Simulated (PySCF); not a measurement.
Crystal: CClH3, in a box.

```
CELL_PARAMETERS angstrom
12.00000 0.00000 0.00000
0.00000 11.00000 0.00000
0.00000 0.00000 11.00000
ATOMIC_POSITIONS crystal
C 0.46645 0.48899 0.50209
Cl 0.59898 0.46164 0.43629
H 0.45279 0.42304 0.57422
H 0.40319 0.47925 0.43196
H 0.46537 0.58078 0.53880
```

Base run:

- Program: PySCF 2.14.0
- Functional: SCAN0
- Potentials or basis: def2-svp (all-electron)
- k mesh: 1 × 1 × 1
- Occupations: fixed
- Spin: no spin polarisation

Its results: gap between the frontier levels 10.18 eV.

The run is repeated on the same cell with these changes: functional from SCAN0 to PBEsol0. What comes out?

Gap between the frontier levels 9.65 eV.

Caveats: this is a molecule in a periodic box at the Γ point, so its band gap is the HOMO-LUMO gap; the basis of atomic orbitals isn't converged, which shifts pressures, moduli and gaps.

A k mesh can miss the band edges.

Not every run made on this cell is shown here.
